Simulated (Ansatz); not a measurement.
ZnRe2:

```xyz
3
Lattice="0.0000 2.8956 2.8956 2.8956 0.0000 2.8956 2.8956 2.8956 0.0000" Properties=species:S:1:pos:R:3 pbc="T T T"
Zn    0.0000    0.0000    0.0000
Re    4.3433    4.3433    4.3433
Re    1.4478    1.4478    1.4478
```

The cell was built by a generator and needn't be a form met in nature.

Base run:

* Program: Ansatz 0.2.0
* Functional: LDA
* Potentials or basis: Ansatz PAW
* Cutoff: 420 eV (not typed: the program's choice for these potentials)
* k mesh: 8 × 8 × 8
* Occupations: fermi-dirac, width 0.05 eV
* Spin: no spin polarisation

Its results: band gap on the k mesh none (metal or under the smearing width); pressure -12.2 GPa.

Problem. The run is repeated on the same cell with these changes: functional from LDA to revPBE. What comes out?

Solution. Band gap on the k mesh none (metal or under the smearing width); pressure 2.5 GPa.

revPBE binds less tightly than LDA, so the same cell stands under more pressure.

Caveats: spin-orbit coupling is left out, which moves the levels of the heavy elements; the PAW data sets come from PBE, with cores solved anew for the run's functional, which leaves a small shift of forces and pressure.
